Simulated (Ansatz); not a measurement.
# LuInCo4 (F-43m) in Ansatz: reference runs

Aim: a first look at LuInCo4 with PBEsol, on the cell as given and on a disturbed one, then over a range of volumes.

All numbers are computed with Ansatz 0.2.0; they aren't measurements. Logs are shortened: lines on timing, memory, paths and dates and some standing lists are left out, and cuts for length are marked.

### 1 The crystal as given

The structure is cubic, space group F-43m (No. 216). Conventional cell: a = 7.014 Å, b = 7.014 Å, c = 7.014 Å, α = 90.00°, β = 90.00°, γ = 90.00°. Lu (site symmetry -43m) has 12 Co at 2.91 Å and 4 In at 3.04 Å as nearest neighbours. In (site symmetry -43m) has 12 Co at 2.91 Å and 4 Lu at 3.04 Å as nearest neighbours. Co (site symmetry 3m) is surrounded by 6 Co at 2.47 to 2.48 Å.

The cell is a database's computed one.

### 2 Single point, PBEsol, collinear spin, ferromagnetic start

input.yaml

```yaml
crystal:
  lattice:
    - [0.0, 3.506846, 3.506846]
    - [3.506846, 0.0, 3.506846]
    - [3.506846, 3.506846, 0.0]
  atoms:
    - { symbol: Lu, position: [0.25, 0.25, 0.25] }
    - { symbol: In, position: [0.0, 0.0, 0.0] }
    - { symbol: Co, position: [0.625238, 0.625238, 0.625238], spin: 2.0 }
    - { symbol: Co, position: [0.625238, 0.625238, 0.124286], spin: 2.0 }
    - { symbol: Co, position: [0.625238, 0.124286, 0.625238], spin: 2.0 }
    - { symbol: Co, position: [0.124286, 0.625238, 0.625238], spin: 2.0 }
hamiltonian:
  xc: pbesol
  pseudopotentials: { kind: paw }
magnetization:
  spin_polarized: true
kpoints:
  mp_grid: { grid: [7, 7, 7] }
scf:
  occupations: { method: fermi_dirac, width: 0.05 }
output:
  forces: true
  stress: true
  eigenvalues: true
```

Potentials or basis: Ansatz PAW.

On the command line:

```
$ ansatz run input.yaml --threads 2 --pin off --max-ram 5632MiB --backend cpu --events-out ev --progress --plain --runs-dir out
```

Log:

```text
Warning: RAYON_NUM_THREADS=2 ignored (pool sized by the plan → 2); use --threads N
Engine: ansatz 0.2.0, x86_64-unknown-linux-gnu
Pseudopotentials: kind: paw
Pseudopotential: Lu, paw, valence charge 25, recommended cutoff 420 eV (normal), Lu.paw.azcp
Pseudopotential: In, paw, valence charge 13, recommended cutoff 420 eV (normal), In.paw.azcp
Pseudopotential: Co, paw, valence charge 17, recommended cutoff 420 eV (normal), Co.paw.azcp
Functional definition: PBEsol
  exchange = pbesol_x
  correlation = pbesol_c
Crystal: 6 atoms, lattice volume = 86.254 Å³
Basis set: ecut = 420 eV, 1687 PW (Γ), exchange–correlation on 72×72×72 points (8 copies of the dense FFT grid, shifted against one another)
Bands: 69, of which v1, the nominal top of the filled ones, is band 53 counted from 1 (52 counted from 0)
Symmetry: 24 space group operations
Space group: F-43m (ITA 216), of the structure as read, at distance tolerance 4.4e-5 Å
Magnetic group: BNS 216.74 (UNI 1576), of the structure as read, at distance tolerance 4.4e-5 Å
k-points: 20 of 343 (time reversal used)
Non-local potential: Lu, projectors of the file, l = 0: 3, l = 1: 2, l = 2: 2, l = 3: 3
Non-local potential: In, projectors of the file, l = 0: 2, l = 1: 2, l = 2: 2, l = 3: 2
Non-local potential: Co, projectors of the file, l = 0: 3, l = 1: 2, l = 2: 3, l = 3: 1
PAW form: soft (Blöchl's): semilocal exchange-correlation on the pseudo side does not see the compensation charge
PAW frozen core: Lu, regenerated for the run's functional, and the local potential with it (the file was generated under x = pbe(κ = 0.804, μ = 0.2195149727645171), c = pbe(β = 0.06672455060314922))
PAW frozen core: In, regenerated for the run's functional, and the local potential with it (the file was generated under x = pbe(κ = 0.804, μ = 0.2195149727645171), c = pbe(β = 0.06672455060314922))
PAW frozen core: Co, regenerated for the run's functional, and the local potential with it (the file was generated under x = pbe(κ = 0.804, μ = 0.2195149727645171), c = pbe(β = 0.06672455060314922))
PAW one-centre angular grid: Lu, 590 points (default); XC on 64 Gauss nodes
PAW one-centre angular grid: In, 590 points (default); XC on 64 Gauss nodes
PAW one-centre angular grid: Co, 590 points (default); XC on 64 Gauss nodes
Initial density: superposition of atomic densities (chi_scale 0.1, normalization cell, long waves kept (reshape's long-wave potential 0.00 eV rms))
Starting moments: Σ|m| = 8 μB on 4 of 6 sites
Initial wavefunctions: pseudopotential atomic-orbital guess
Functional: x = pbesol(κ = 0.804, μ = 0.12345679012345678), c = pbesol(β = 0.046)
SCF iter   1: F=—  HF=-40513.266548 eV  |F-HF|=—  |Δ(HF+E_count)|=         —  Δρ=1.03e-1 (↑1.03e-1 ↓7.84e-2)  dr2=2.00e1  dr2_m=3.31e-1  M=6.253 μB ∫|m|=7.037 μB  β_m=0.30  ethr=3.10e-3  ⟨swp⟩=5.2  Hψ=11947  notcnv=0  defer=6
Mixer restart at iter 1: flushing history
preconditioner: auto → Kerker (q_TF=auto, 2.824 Å⁻¹)  [metal: Δε(μ)=0.010 eV  Ē_g=11.246 eV  σ=0.050 eV  W_gap=0.05  n_scr=26 (ndim 8)  ℏωp=33.9 eV  f_vac=0.000  D(μ)=6.92/eV (n_scr^D=64)]
spin=Collinear: Kerker preconditioning applied to the charge; magnetization (m = ρ↑ − ρ↓) channel mixes plain (no charge-response kernel on spin).
SCF iter   2: F=—  HF=-40507.368722 eV  |F-HF|=—  |Δ(HF+E_count)|=    5.90e0  Δρ=2.16e-2 (↑2.04e-2 ↓2.16e-2)  dr2=1.97e0  dr2_m=9.08e-2  M=6.274 μB ∫|m|=7.074 μB  β_m=0.33  ethr=3.10e-3  ⟨swp⟩=3.0  Hψ=5974  notcnv=0  defer=261
SCF iter   3: F=—  HF=-40507.920495 eV  |F-HF|=—  |Δ(HF+E_count)|=   5.52e-1  Δρ=2.59e-2 (↑1.43e-2 ↓2.59e-2)  dr2=1.16e0  dr2_m=2.00e-1  M=5.793 μB ∫|m|=6.671 μB  β_m=0.66  ethr=1.86e-3  ⟨swp⟩=2.3  Hψ=5624  notcnv=0  defer=262
SCF iter   4: F=—  HF=-40509.484448 eV  |F-HF|=—  |Δ(HF+E_count)|=    1.56e0  Δρ=3.80e-2 (↑7.82e-3 ↓3.80e-2)  dr2=1.65e0  dr2_m=2.71e-1  M=4.984 μB ∫|m|=6.004 μB  β_m=0.27  ethr=1.09e-3  ⟨swp⟩=3.0  Hψ=4810  notcnv=0  defer=262
SCF iter   5: F=—  HF=-40509.781222 eV  |F-HF|=—  |Δ(HF+E_count)|=   2.97e-1  Δρ=1.06e-2 (↑9.20e-3 ↓1.06e-2)  dr2=3.94e-1  dr2_m=3.49e-2  M=4.974 μB ∫|m|=5.986 μB  β_m=0.50  ethr=1.09e-3  ⟨swp⟩=3.0  Hψ=5028  notcnv=0  defer=264
SCF iter   6: F=—  HF=-40509.881010 eV  |F-HF|=—  |Δ(HF+E_count)|=   9.98e-2  Δρ=1.34e-2 (↑4.22e-3 ↓1.34e-2)  dr2=9.86e-2  dr2_m=3.51e-2  M=4.614 μB ∫|m|=5.617 μB  β_m=0.75  ethr=3.72e-4  ⟨swp⟩=3.8  Hψ=6074  notcnv=0  defer=265
SCF iter   7: F=—  HF=-40509.905076 eV  |F-HF|=—  |Δ(HF+E_count)|=   2.41e-2  Δρ=3.32e-3 (↑3.32e-3 ↓2.85e-3)  dr2=6.10e-2  dr2_m=2.28e-4  M=4.727 μB ∫|m|=5.744 μB  β_m=0.81  ethr=9.30e-5  ⟨swp⟩=3.0  Hψ=7288  notcnv=0  defer=265
SCF iter   8: F=—  HF=-40509.891846 eV  |F-HF|=—  |Δ(HF+E_count)|=   1.32e-2  Δρ=1.63e-3 (↑1.06e-3 ↓1.63e-3)  dr2=3.75e-3  dr2_m=1.12e-3  M=4.782 μB ∫|m|=5.809 μB  β_m=0.90  ethr=5.76e-5  ⟨swp⟩=2.1  Hψ=3792  notcnv=0  defer=265
SCF iter   9: F=—  HF=-40509.891674 eV  |F-HF|=—  |Δ(HF+E_count)|=   1.72e-4  Δρ=1.89e-3 (↑2.77e-4 ↓1.89e-3)  dr2=2.57e-3  dr2_m=6.61e-4  M=4.797 μB ∫|m|=5.832 μB  β_m=0.95  ethr=3.54e-6  ⟨swp⟩=2.0  Hψ=4199  notcnv=0  defer=265
SCF iter  10: F=—  HF=-40509.891366 eV  |F-HF|=—  |Δ(HF+E_count)|=   3.08e-4  Δρ=5.32e-4 (↑1.42e-4 ↓5.32e-4)  dr2=1.37e-4  dr2_m=8.21e-5  M=4.802 μB ∫|m|=5.841 μB  β_m=0.98  ethr=2.43e-6  ⟨swp⟩=1.6  Hψ=3511  notcnv=0  defer=265
SCF iter  11: F=—  HF=-40509.891366 eV  |F-HF|=—  |Δ(HF+E_count)|=   1.50e-7  Δρ=4.81e-4 (↑2.61e-4 ↓4.81e-4)  dr2=3.32e-4  dr2_m=1.07e-5  M=4.802 μB ∫|m|=5.842 μB  β_m=0.98  ethr=1.29e-7  ⟨swp⟩=2.7  Hψ=5085  notcnv=0  defer=265
SCF iter  12: F=—  HF=-40509.891340 eV  |F-HF|=—  |Δ(HF+E_count)|=   2.60e-5  Δρ=1.85e-4 (↑4.30e-5 ↓1.85e-4)  dr2=3.80e-5  dr2_m=4.51e-6  M=4.802 μB ∫|m|=5.842 μB  β_m=0.97  ethr=1.29e-7  ⟨swp⟩=2.0  Hψ=4241  notcnv=0  defer=265
SCF iter  13: F=—  HF=-40509.891339 eV  |F-HF|=—  |Δ(HF+E_count)|=   1.57e-6  Δρ=5.22e-5 (↑1.61e-5 ↓5.22e-5)  dr2=3.09e-6  dr2_m=2.81e-7  M=4.803 μB ∫|m|=5.842 μB  β_m=0.90  ethr=3.59e-8  ⟨swp⟩=2.4  Hψ=4261  notcnv=0  defer=265
SCF iter  14: F=—  HF=-40509.891339 eV  |F-HF|=—  |Δ(HF+E_count)|=   4.69e-8  Δρ=4.19e-6 (↑3.28e-6 ↓4.19e-6)  dr2=2.22e-8  dr2_m=5.71e-10  M=4.803 μB ∫|m|=5.842 μB  β_m=0.95  ethr=2.92e-9  ⟨swp⟩=2.0  Hψ=4573  notcnv=0  defer=265
SCF iter  15: F=-40509.891339 eV  HF=-40509.891339 eV  |F-HF|=3.05e-8  |Δ(HF+E_count)|=   2.55e-9  Δρ=4.81e-6 (↑1.99e-6 ↓4.81e-6)  dr2=3.34e-8  dr2_m=1.80e-9  M=4.803 μB ∫|m|=5.842 μB  ethr=2.09e-11  ⟨swp⟩=11.7  Hψ=17541  notcnv=0
SCF 1 converged in 15 iterations: F = -40509.891339 eV  dr2 = 3.34e-8
SCF converged after 15 iterations
Magnetization: 4.8026 μB (55.4013 up, 50.5987 down)
Absolute magnetization: 5.8471 μB (∫|ρ↑−ρ↓|, with the PAW one-centre terms)
Spin contamination: 0.1761 ħ² per cell (⟨S²⟩ above its minimum at these occupations)
Per-site moments (μB) at R_I (Å): [(-0.1373469126902784, 1.1996439629417364), (-0.03438008874238739, 1.19922874028283), (1.3250961366756848, 1.0209346993737107), (1.3250961366756857, 1.0209346993737107), (1.3250961366756844, 1.0209346993737107), (1.3250961366756846, 1.0209346993737107)]
Free energy (F): -40509.891339 eV
Harris-Foulkes:  -40509.891339 eV  (|F-HF|=3.05e-8)
Internal energy: -40509.820145 eV  (E = F + TS)
E sigma→0 (E₀):  -40509.855742 eV
Entropy (-TS):   -0.071194 eV (-11.866 meV/atom)
Fermi energy:    17.163550 eV
--- Per-component energies (eV) ---
  E_band       = -899.579770
  E_kinetic    = 2484.473065
  E_local      = -19377.441700  (includes V_loc(G=0)·N_el)
  E_nonlocal   = 2775.952942
  E_hartree    = 8152.594157
  E_xc         = -1062.382300
  E_vxc        = -1177.397064  (∫ρ·V_xc dr)
  E_paw        = -17273.919606  (= ΣΔE_a)
  E_vpaw       = -1910.331494  (= ΣTr[D̂ρ^β])
  E_aug_tail   = 0.000317  (compensation charges beyond the density's cutoff)
  E_ewald      = -16211.278766
  E_core_change = 2.181747  (= ΣΔE_core)
  E_smearing   = -0.071194  (= −TS)
  E_closure    = -0.000000  (closes the sum)
  Σ components = -40509.891339   (vs F -40509.891339, Δ=0.00e0)
--- Forces (eV/Å), atoms counted from 1 ---
  atom   1  Lu    -0.00000000     0.00000000    -0.00000000
  atom   2  In    -0.00000000     0.00000000    -0.00000000
  atom   3  Co     0.00232482     0.00232482     0.00232482
  atom   4  Co    -0.00232482    -0.00232482     0.00232482
  atom   5  Co    -0.00232482     0.00232482    -0.00232482
  atom   6  Co     0.00232482    -0.00232482    -0.00232482
  max |Σ_I F_I| component: 6.42e-17 eV/Å
--- Stress (GPa, compression-positive) ---
       -7.469622       0.000000       0.000000
        0.000000      -7.469622      -0.000000
        0.000000      -0.000000      -7.469622
  P = ⅓ Tr σ = -7.4696 GPa (-74.696 kbar)
--- Band table (eV; the first three rows and the last of 40) ---
  k-point 0 ↑: bands = ["-78.2050", "-78.1667", "-78.1667", "-78.1667", "-41.9345", "-41.7189", "-41.7189", "-41.7189", "-41.5407", "-41.5407", "-41.5019", "-41.5019", "-41.5019", "-41.4440", "-41.4440", "-41.4440", "-38.1543", "-8.9184", "-8.9184", "-8.9184", "2.8419", "2.8419", "2.8419", "2.8541", "2.8541", "7.9988", "12.2174", "12.8905", "12.8905", "12.8905", "12.9873", "12.9886", "12.9886", "12.9886", "13.3897", "13.3897", "13.3897", "13.5729", "13.5729", "13.5729", "14.2004", "14.2004", "15.7781", "15.7781", "15.7781", "15.8138", "15.8138", "15.8156", "15.8156", "15.8156", "16.6702", "16.6702", "16.6702", "16.9716", "16.9716", "16.9716", "17.3424", "18.2853", "18.2853", "19.7475", "21.3663", "21.3663", "21.3663", "24.2313", "24.2313", "24.2313", "25.8337", "26.4113", "26.4113"]
  k-point 1 ↑: bands = ["-78.2036", "-78.1681", "-78.1667", "-78.1667", "-41.9256", "-41.7231", "-41.7168", "-41.7168", "-41.5388", "-41.5388", "-41.5069", "-41.5018", "-41.5018", "-41.4482", "-41.4482", "-41.4440", "-38.1542", "-8.9210", "-8.9184", "-8.9184", "2.8381", "2.8401", "2.8401", "2.8555", "2.8555", "8.2177", "12.2277", "12.8824", "12.9032", "12.9032", "12.9782", "12.9782", "12.9873", "12.9877", "13.2085", "13.3907", "13.3907", "13.5857", "13.7083", "13.7083", "14.2457", "14.2457", "15.5380", "15.5884", "15.5884", "15.7404", "15.7404", "15.8095", "15.8486", "15.8486", "16.1303", "16.3546", "16.3546", "16.9715", "17.0789", "17.0789", "17.5577", "18.6142", "18.6142", "19.9739", "21.2945", "21.3333", "21.3333", "24.1277", "24.1277", "24.1308", "26.1667", "26.4616", "26.4616"]
  k-point 2 ↑: bands = ["-78.2000", "-78.1718", "-78.1667", "-78.1667", "-41.9032", "-41.7349", "-41.7120", "-41.7120", "-41.5334", "-41.5334", "-41.5182", "-41.5017", "-41.5017", "-41.4586", "-41.4586", "-41.4440", "-38.1539", "-8.9268", "-8.9186", "-8.9186", "2.8282", "2.8392", "2.8392", "2.8556", "2.8556", "8.8405", "11.9510", "12.9016", "12.9333", "12.9333", "12.9641", "12.9641", "12.9771", "12.9856", "13.0524", "13.4387", "13.4387", "13.5606", "13.9782", "13.9782", "14.4012", "14.4012", "15.0409", "15.1569", "15.1569", "15.3458", "15.4800", "15.4800", "15.7959", "15.8450", "15.8450", "16.0984", "16.0984", "16.9713", "17.2391", "17.2391", "17.4998", "19.1243", "19.1243", "20.0418", "20.9897", "20.9897", "21.6679", "24.2929", "24.2929", "25.1685", "26.5680", "26.5680", "26.9411"]
  k-point 19 ↓: bands = ["-76.6228", "-76.6171", "-76.5999", "-76.5999", "-40.2069", "-40.1723", "-40.0871", "-40.0852", "-40.0584", "-40.0456", "-40.0305", "-40.0213", "-39.9960", "-39.9944", "-39.9927", "-39.9754", "-38.2111", "-9.0178", "-9.0163", "-9.0115", "2.8128", "2.8182", "2.8255", "2.8402", "2.8459", "10.5347", "12.0170", "12.3930", "12.9160", "12.9501", "12.9539", "12.9596", "12.9655", "12.9684", "12.9755", "13.3627", "14.6890", "14.7903", "15.0730", "15.1533", "15.2087", "15.3135", "15.5273", "15.6574", "15.7697", "16.0098", "16.1532", "16.5261", "16.5755", "16.7314", "16.8896", "16.9754", "17.4919", "17.6274", "17.6517", "17.9095", "18.7853", "20.0496", "20.2133", "20.5173", "20.9648", "22.4449", "23.7657", "24.3050", "25.0496", "25.9384", "26.6148", "27.4152", "27.8382"]
```

Run time: 12 s. Hardware: 2 threads of Intel Xeon 6975P-C (Granite Rapids), shared host; peak memory 0.55 GiB.

Results:

* Free energy: -40509.8913 eV
* Pressure: -7.5 GPa
* Largest force: 0.004 eV/Å
* Band gap on the k mesh: none (metal or under the smearing width)
* Net moment: 4.80 μB per cell
* Absolute moment: 5.85 μB per cell
* Site moments: Lu -0.14; In -0.03; Co +1.33 μB

Forces in eV/Å, atoms in the order of the input:
```
Lu   0.000  0.000  0.000
In   0.000  0.000  0.000
Co   0.002  0.002  0.002
Co  -0.002 -0.002  0.002
Co  -0.002  0.002 -0.002
Co   0.002 -0.002 -0.002
```

Caveat: spin-orbit coupling is left out, which moves the levels of the heavy elements; the PAW data sets come from PBE, with cores solved anew for the run's functional, which leaves a small shift of forces and pressure.

### 3 Single point, PBEsol, collinear spin, ferromagnetic start (atoms moved at random, drawn with an rms of 0.05 Å)

input.yaml

```yaml
crystal:
  lattice:
    - [0.0, 3.506846, 3.506846]
    - [3.506846, 0.0, 3.506846]
    - [3.506846, 3.506846, 0.0]
  atoms:
    - { symbol: Lu, position: [0.261542, 0.244026, 0.242911] }
    - { symbol: In, position: [-0.000829, -0.000456, 0.006464] }
    - { symbol: Co, position: [0.625691, 0.616464, 0.639649], spin: 2.0 }
    - { symbol: Co, position: [0.627998, 0.619985, 0.125735], spin: 2.0 }
    - { symbol: Co, position: [0.607379, 0.141475, 0.614723], spin: 2.0 }
    - { symbol: Co, position: [0.116639, 0.620289, 0.624087], spin: 2.0 }
hamiltonian:
  xc: pbesol
  pseudopotentials: { kind: paw }
magnetization:
  spin_polarized: true
kpoints:
  mp_grid: { grid: [7, 7, 7] }
scf:
  occupations: { method: fermi_dirac, width: 0.05 }
output:
  forces: true
  stress: true
  eigenvalues: true
```

Potentials or basis: Ansatz PAW.

On the command line:

```
$ ansatz run input.yaml --threads 2 --pin off --max-ram 5632MiB --backend cpu --events-out ev --progress --plain --runs-dir out
```

Log:

```text
Warning: RAYON_NUM_THREADS=2 ignored (pool sized by the plan → 2); use --threads N
[... 1 set-up line as earlier in the session ...]
[... 95 lines left out ...]
  k-point 2 ↑: bands = ["-78.2061", "-78.1783", "-78.1575", "-78.1402", "-41.9025", "-41.7370", "-41.7082", "-41.6914", "-41.5606", "-41.5306", "-41.5104", "-41.5033", "-41.4815", "-41.4587", "-41.4498", "-41.4197", "-38.1547", "-8.9354", "-8.9238", "-8.9137", "2.8263", "2.8316", "2.8343", "2.8497", "2.8537", "8.8364", "11.9437", "12.8981", "12.9324", "12.9328", "12.9618", "12.9655", "12.9767", "12.9827", "13.0607", "13.4170", "13.4472", "13.5664", "13.9615", "13.9872", "14.3767", "14.4208", "15.0253", "15.1046", "15.1941", "15.3298", "15.4867", "15.5173", "15.7871", "15.8337", "15.8644", "16.0849", "16.1171", "16.9318", "17.1970", "17.3060", "17.5056", "19.0700", "19.2119", "20.0566", "20.9464", "21.0756", "21.7119", "24.2999", "24.3500", "25.0907", "26.4779", "26.5201", "26.9898"]
  k-point 171 ↓: bands = ["-76.6360", "-76.6151", "-76.6067", "-76.5965", "-40.2532", "-40.1532", "-40.1118", "-40.1019", "-40.0666", "-40.0496", "-40.0298", "-40.0155", "-40.0073", "-39.9811", "-39.9796", "-39.9683", "-38.2118", "-9.0361", "-9.0137", "-8.9990", "2.7959", "2.8193", "2.8296", "2.8356", "2.8408", "10.0338", "11.2162", "12.9259", "12.9372", "12.9411", "12.9589", "12.9634", "12.9645", "12.9682", "13.5258", "14.0774", "14.1333", "14.7410", "15.0580", "15.1296", "15.3051", "15.4960", "15.6179", "15.6658", "15.7995", "15.8771", "16.1607", "16.2482", "16.9463", "17.0460", "17.1560", "17.2628", "17.4580", "17.7738", "17.9275", "18.1517", "18.5680", "19.9374", "20.0468", "20.2963", "20.6683", "20.7129", "23.9150", "24.9578", "25.0671", "25.7299", "26.2913", "26.8607", "28.1326"]
```

It took 2 min on 2 threads of Intel Xeon 6975P-C (Granite Rapids), shared host; peak memory 1.6 GiB.

What came out:

- Free energy: -40509.8243 eV
- Pressure: -7.0 GPa
- Largest force: 0.574 eV/Å
- Band gap on the k mesh: none (metal or under the smearing width)
- Net moment: 4.78 μB per cell
- Absolute moment: 5.81 μB per cell
- Site moments: Lu -0.13; In -0.03; Co +1.30, +1.33 μB

Forces on the atoms (eV/Å):
```
Lu   0.323 -0.130 -0.395
In  -0.371 -0.049 -0.048
Co  -0.112 -0.329  0.172
Co   0.078 -0.101  0.106
Co  -0.150  0.554  0.005
Co   0.232  0.055  0.160
```

Stress tensor (GPa, compression positive):
```
-7.01  0.12  0.01
 0.12 -6.95  0.71
 0.01  0.71 -6.99
```

Caveat: spin-orbit coupling is left out, which moves the levels of the heavy elements; the PAW data sets come from PBE, with cores solved anew for the run's functional, which leaves a small shift of forces and pressure.

### 4 Single point, PBEsol, collinear spin, ferromagnetic start, 13.51 Å³/atom (volume scaled by 0.94)

input.yaml

```yaml
crystal:
  lattice:
    - [0.0, 3.435257627, 3.435257627]
    - [3.435257627, 0.0, 3.435257627]
    - [3.435257627, 3.435257627, 0.0]
  atoms:
    - { symbol: Lu, position: [0.25, 0.25, 0.25] }
    - { symbol: In, position: [0.0, 0.0, 0.0] }
    - { symbol: Co, position: [0.625238, 0.625238, 0.625238], spin: 2.0 }
    - { symbol: Co, position: [0.625238, 0.625238, 0.124286], spin: 2.0 }
    - { symbol: Co, position: [0.625238, 0.124286, 0.625238], spin: 2.0 }
    - { symbol: Co, position: [0.124286, 0.625238, 0.625238], spin: 2.0 }
hamiltonian:
  xc: pbesol
  pseudopotentials: { kind: paw }
magnetization:
  spin_polarized: true
kpoints:
  mp_grid: { grid: [7, 7, 7] }
scf:
  occupations: { method: fermi_dirac, width: 0.05 }
output:
  forces: true
  stress: true
  eigenvalues: true
  write_density: true
  write_potential: true
  elf: true
  volumetric_format: npy
```

On the command line:

```
$ ansatz run input.yaml --threads 2 --pin off --max-ram 5632MiB --backend cpu --events-out ev --progress --plain --runs-dir out
```

It took 14 s on 2 threads of Intel Xeon 6975P-C (Granite Rapids), shared host; peak memory 0.56 GiB.

Results (log left out):

```
Free energy            : -40509.9994 eV
Pressure               : 1.2 GPa
Largest force          : 0.032 eV/Å
Band gap on the k mesh : none (metal or under the smearing width)
Net moment             : 4.35 μB per cell
Absolute moment        : 5.22 μB per cell
Site moments           : Lu -0.12; In -0.03; Co +1.19 μB
```

Caveat: spin-orbit coupling is left out, which moves the levels of the heavy elements; the PAW data sets come from PBE, with cores solved anew for the run's functional, which leaves a small shift of forces and pressure.

[end of part 1 of 2]
